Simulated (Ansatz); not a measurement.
# C2H6OSi2: how energies converge with the basis set

An exercise on one series of results from a longer session: the logs are not shown, and one member is left open.

Computed with Ansatz 0.2.0, Gaussian basis. Level: one geometry, several basis sets.

Levels to be run: PBE0-D4/def2-SVP; ωB97M-V/def2-SVP; PBE0-D4/def2-QZVPP; ωB97M-V/def2-QZVPP; the functionals' def2-TZVPP values are taken from earlier runs.

### Structure used throughout

The geometry comes from an earlier relaxation with PBE0-D4 in a triple-zeta def2 set; it is a stationary point, not always the lowest conformer.

SMILES `[SiH3]C1=C[SiH2]O1`, 11 atoms, charge 0, spin multiplicity 1.

Atoms are counted from 1 here; the program's logs count them from 0.

Bond lengths: Si1–C2 1.878 Å, Si1–H6 1.484 Å, Si1–H7 1.484 Å, Si1–H8 1.484 Å, C2–C3 1.350 Å, C2–O5 1.399 Å, C3–Si4 1.831 Å, C3–H9 1.077 Å, Si4–O5 1.706 Å, Si4–H10 1.484 Å, Si4–H11 1.484 Å. Angles: C2–Si1–H6 109.6°, C2–Si1–H7 109.6°, C2–Si1–H8 107.7°, H6–Si1–H7 109.4°, H6–Si1–H8 110.3°, H7–Si1–H8 110.3°, Si1–C2–C3 132.4°, Si1–C2–O5 118.0°, C3–C2–O5 109.6°, C2–C3–Si4 84.1°, C2–C3–H9 128.1°, Si4–C3–H9 147.8°, C3–Si4–O5 78.8°, C3–Si4–H10 120.0°, C3–Si4–H11 120.0°, O5–Si4–H10 112.4°, O5–Si4–H11 112.4°, H10–Si4–H11 109.5° and more.

The first run:

Contents of in.yaml:

```yaml
crystal:
  periodic: [false, false, false]
  atoms:
    - {symbol: Si, position_ang: [-1.845504, 0.430389, 0.623580]}
    - {symbol: C, position_ang: [-0.110575, 0.029859, 0.026413]}
    - {symbol: C, position_ang: [0.908013, -0.656650, 0.585770]}
    - {symbol: Si, position_ang: [1.788964, -0.242276, -0.964847]}
    - {symbol: O, position_ang: [0.275835, 0.499324, -1.233853]}
    - {symbol: H, position_ang: [-2.020787, 1.902845, 0.690778]}
    - {symbol: H, position_ang: [-2.839810, -0.140885, -0.318974]}
    - {symbol: H, position_ang: [-2.008738, -0.169831, 1.970694]}
    - {symbol: H, position_ang: [0.933813, -1.143252, 1.546266]}
    - {symbol: H, position_ang: [2.902693, 0.737847, -0.946700]}
    - {symbol: H, position_ang: [2.081396, -1.304370, -1.958728]}
basis:
  gaussian: {orbitals: def2-SVP}
hamiltonian: {xc: pbe0, dispersion: d4}
output: {orbitals: {seedname: orbitals}}
```

Steps of the session up to this table: PBE0-D4 in def2-SVP; ωB97M-V in def2-SVP; PBE0-D4 in def2-QZVPP; ωB97M-V in def2-QZVPP.

One of the session's tables, all rows but one given; the rest of the session is left out.

It belongs to the step «Density functionals: the series». 

| functional | basis | HOMO (eV) |
| --- | --- | --- |
| PBE0-D4 | def2-SVP | -7.05 |
| PBE0-D4 | def2-TZVPP | -7.13 |
| PBE0-D4 | def2-QZVPP | -7.16 |
| ωB97M-V | def2-SVP | -9.26 |
| ωB97M-V | def2-TZVPP | -9.37 |
| ωB97M-V | def2-QZVPP | ? |

Q: Estimate the row for ωB97M-V, def2-QZVPP from the others.

**Answer.** HOMO (eV): -9.40. In the column «HOMO (eV)» it is the lowest.
